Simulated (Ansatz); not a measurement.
# Sn: a strain scan

This session takes Sn and sets out to see how energy and stress answer to the strain pattern (0, 0, 1, 0, 0, 0).

Computed with Ansatz 0.2.0 (DFT r2SCAN, scalar-relativistic, plane waves, PAW, unless a step's input says otherwise).

**1. The structure to begin with**

The structure is cubic, space group Im-3m (No. 229). Conventional cell: a = 3.789 Å, b = 3.789 Å, c = 3.789 Å, α = 90.00°, β = 90.00°, γ = 90.00°. Around Sn (site symmetry m-3m) lie 8 Sn at 3.28 Å.

As a file:

```
CELL_PARAMETERS angstrom
-1.89465 1.89465 1.89465
1.89465 -1.89465 1.89465
1.89465 1.89465 -1.89465
ATOMIC_POSITIONS crystal
Sn 0.00000 0.00000 0.00000
```

It goes back to an entry of the Materials Project, which need not be the stable form.

No relaxation comes first: the listed cell is the starting point.

**2. Zero of energy**

Reference values: F = -6038.3955 eV; pressure -0.37 GPa; largest force 0.000 eV/Å; gap on the mesh none (metal). It was computed beforehand with the settings of the runs below.

**3. The scan: a strain scan**

The cell is strained by ε times the Voigt pattern (0, 0, 1, 0, 0, 0) (xx, yy, zz, yz, xz, xy; engineering shear), with fractional coordinates fixed (clamped ions). The stress on the pattern is the sum of the stress components weighted by it, tension positive.

**4. Point ε = -0.1000**

input.yaml reads:

```yaml
crystal:
  lattice:
    - [-1.8946518192, 1.8946518192, 1.7051866373]
    - [1.8946518192, -1.8946518192, 1.7051866373]
    - [1.8946518192, 1.8946518192, -1.7051866373]
  atoms:
    - { symbol: Sn, position: [0.0, 0.0, 0.0] }
basis:
  ecutwfc: 500
kpoints:
  mp_grid: { grid: [18, 18, 18] }
hamiltonian:
  xc: r2scan
scf:
  occupations: { method: gaussian, width: 0.15 }
output:
  forces: true
  stress: true
  eigenvalues: true
```

Launch:

```sh
> ansatz run input.yaml --threads 1 --pin off --max-ram 2560MiB --backend cpu --events-out ev --progress --plain --runs-dir out
```

**5. At ε = 0.0750**

input.yaml reads:

```yaml
crystal:
  lattice:
    - [-1.8946518192, 1.8946518192, 2.0367507056]
    - [1.8946518192, -1.8946518192, 2.0367507056]
    - [1.8946518192, 1.8946518192, -2.0367507056]
  atoms:
    - { symbol: Sn, position: [0.0, 0.0, 0.0] }
basis:
  ecutwfc: 500
kpoints:
  mp_grid: { grid: [18, 18, 18] }
hamiltonian:
  xc: r2scan
scf:
  occupations: { method: gaussian, width: 0.15 }
output:
  forces: true
  stress: true
  eigenvalues: true
  write_density: true
  write_potential: true
  elf: true
  volumetric_format: npy
```

**6. At ε = -0.0500**

input.yaml reads:

```yaml
crystal:
  lattice:
    - [-1.8946518192, 1.8946518192, 1.7999192282]
    - [1.8946518192, -1.8946518192, 1.7999192282]
    - [1.8946518192, 1.8946518192, -1.7999192282]
  atoms:
    - { symbol: Sn, position: [0.0, 0.0, 0.0] }
basis:
  ecutwfc: 500
kpoints:
  mp_grid: { grid: [18, 18, 18] }
hamiltonian:
  xc: r2scan
scf:
  occupations: { method: gaussian, width: 0.15 }
output:
  forces: true
  stress: true
  eigenvalues: true
```

**7. At ε = 0.0250**

input.yaml: that of step 6 with these lines changed.

```diff
@@ -2,5 +2,5 @@
   lattice:
-    - [-1.8946518192, 1.8946518192, 1.7999192282]
-    - [1.8946518192, -1.8946518192, 1.7999192282]
-    - [1.8946518192, 1.8946518192, -1.7999192282]
+    - [-1.8946518192, 1.8946518192, 1.9420181147]
+    - [1.8946518192, -1.8946518192, 1.9420181147]
+    - [1.8946518192, 1.8946518192, -1.9420181147]
   atoms:
```

**8. ε = 0.1000**

input.yaml: that of step 7 with these lines changed.

```diff
@@ -2,5 +2,5 @@
   lattice:
-    - [-1.8946518192, 1.8946518192, 1.9420181147]
-    - [1.8946518192, -1.8946518192, 1.9420181147]
-    - [1.8946518192, 1.8946518192, -1.9420181147]
+    - [-1.8946518192, 1.8946518192, 2.0841170011]
+    - [1.8946518192, -1.8946518192, 2.0841170011]
+    - [1.8946518192, 1.8946518192, -2.0841170011]
   atoms:
```

**9. At ε = -0.0750**

input.yaml: that of step 8 with these lines changed.

```diff
@@ -2,5 +2,5 @@
   lattice:
-    - [-1.8946518192, 1.8946518192, 2.0841170011]
-    - [1.8946518192, -1.8946518192, 2.0841170011]
-    - [1.8946518192, 1.8946518192, -2.0841170011]
+    - [-1.8946518192, 1.8946518192, 1.7525529328]
+    - [1.8946518192, -1.8946518192, 1.7525529328]
+    - [1.8946518192, 1.8946518192, -1.7525529328]
   atoms:
```

**10. Point ε = 0.0500**

input.yaml reads:

```yaml
crystal:
  lattice:
    - [-1.8946518192, 1.8946518192, 1.9893844102]
    - [1.8946518192, -1.8946518192, 1.9893844102]
    - [1.8946518192, 1.8946518192, -1.9893844102]
  atoms:
    - { symbol: Sn, position: [0.0, 0.0, 0.0] }
basis:
  ecutwfc: 500
kpoints:
  mp_grid: { grid: [18, 18, 18] }
hamiltonian:
  xc: r2scan
scf:
  occupations: { method: gaussian, width: 0.15 }
output:
  forces: true
  stress: true
  eigenvalues: true
  write_density: true
  write_potential: true
  elf: true
  volumetric_format: npy
```

**11. Point ε = -0.0250**

input.yaml reads:

```yaml
crystal:
  lattice:
    - [-1.8946518192, 1.8946518192, 1.8472855237]
    - [1.8946518192, -1.8946518192, 1.8472855237]
    - [1.8946518192, 1.8946518192, -1.8472855237]
  atoms:
    - { symbol: Sn, position: [0.0, 0.0, 0.0] }
basis:
  ecutwfc: 500
kpoints:
  mp_grid: { grid: [18, 18, 18] }
hamiltonian:
  xc: r2scan
scf:
  occupations: { method: gaussian, width: 0.15 }
output:
  forces: true
  stress: true
  eigenvalues: true
```

**12. ε = 0.0875**

input.yaml: that of step 11 with these lines changed.

```diff
@@ -2,5 +2,5 @@
   lattice:
-    - [-1.8946518192, 1.8946518192, 1.8472855237]
-    - [1.8946518192, -1.8946518192, 1.8472855237]
-    - [1.8946518192, 1.8946518192, -1.8472855237]
+    - [-1.8946518192, 1.8946518192, 2.0604338534]
+    - [1.8946518192, -1.8946518192, 2.0604338534]
+    - [1.8946518192, 1.8946518192, -2.0604338534]
   atoms:
```

(Steps that only read results are left out.)

Q: Predict the outcome of this session. Wanted: slope of the stress at ε = 0, over ±0.0250.

**Answer**, as computed:

| quantity | value |
| --- | --- |
| slope of the stress at ε = 0, over ±0.0250 | 28 GPa |

The slope of the stress at zero strain, 28 GPa, estimates C33 with clamped ions in this Cartesian frame. The undisturbed cell is not the lowest point: the energy is 0.4 meV/atom lower at ε = -0.0250; the cell was taken as given and not relaxed at this level.
